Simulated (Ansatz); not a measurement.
Write a Python script for the Python package of Ansatz (0.2.0) that makes the energy of protonation at one site of BrH₄NSi, SMILES N[SiH2]Br. Settings (for the species named): r2SCAN, def2-SVP basis, multiplicity 1, D3BJ dispersion.

`brh4nsi.xyz`
```text
7

N    -0.96330   -0.49190   -0.23750
Si    0.50370   -0.06620    0.40110
Br    1.21330    1.64400   -0.79320
H    -0.82230   -0.63370   -1.24360
H    -1.59870    0.37310   -0.21840
H     0.31400    0.34110    1.81240
H     1.41460   -1.23450    0.23350
```

Script `pa_brh4nsi.py`:
```python
"""Proton affinity of BrH4NSi at one site."""

import ansatz as az
import numpy as np

params = {
    "basis_set": "def2-SVP",
    "xc": "r2scan",
    "vdw": "d3bj",
    "net_charge": 1,
    "fmax": 0.01,
}


def main() -> None:
    brh4nsi = az.Crystal.molecule_from_extxyz("brh4nsi.xyz")

    model = brh4nsi.calculation()
    model = model.basis(gaussian=params["basis_set"]).functional(params["xc"], dispersion=params["vdw"])
    symbols = [site.symbol for site in brh4nsi.cartesian_sites]
    start = np.array([site.position_ang for site in brh4nsi.cartesian_sites], dtype=float)
    report = model.relax(force_tolerance=0.01).run(threads=1).report
    end = np.array(report["positions_ang"])

    # start the new hydrogen opposite the existing bonds
    away = sum((end[0] - end[j]) / np.linalg.norm(end[0] - end[j]) for j in [1, 3, 4]) + np.array([0.15, 0.1, -0.2])
    proton = end[0] + 1.0 * away / np.linalg.norm(away)
    acid = az.Crystal.molecule()
    for symbol, place in zip(symbols, end):
        acid = acid.atom(symbol, place.tolist())
    acid = acid.atom("H", proton.tolist())
    protonated = (
        acid.calculation()
        .basis(gaussian=params["basis_set"])
        .functional(params["xc"], dispersion=params["vdw"])
        .charge(params["net_charge"])
        .relax(force_tolerance=params["fmax"], max_steps=80)
    )
    after = protonated.run(threads=1).report
    xyz = np.array(after["positions_ang"])
    reach = np.linalg.norm(xyz[:-1] - xyz[-1], axis=1)
    print(f"base {report['free_energy_ev']:.5f} eV, protonated {after['free_energy_ev']:.5f} eV")
    print(f"the proton ends {reach.min():.3f} A from {symbols[reach.argmin()]}{reach.argmin()}")
    print(f"electronic proton affinity {(report['free_energy_ev'] - after['free_energy_ev']):.3f} eV")


if __name__ == "__main__":
    main()
```

Output of `python pa_brh4nsi.py`:
```text
DeckWarning: the engine holds no damping parameters fitted to this dispersion correction and functional, so the run takes those fitted to r2scan beside the three-body term, which d3bj leaves out (hamiltonian.dispersion, under Limitations)
base -79467.20052 eV, protonated -79476.38903 eV
the proton ends 1.031 A from N0
electronic proton affinity 9.189 eV
```
(Warnings from the package without file and line.)

Reading the output:
- Total energies depend on the basis set; only differences at equal settings carry meaning.
- The proton is put on one chosen atom, which needn't be the most basic site, so the molecule's proton affinity can be higher; the ends are stationary points, not checked by frequencies, and zero-point and thermal terms count only where printed.
- A dispersion term here runs with damping parameters fitted for another variant or functional.
- The whole script took 100 s on 1 thread of Arm Neoverse V2 (shared host), peak memory 0.22 GiB.

(Lines on the test bed's own set-up are left out of the output.)
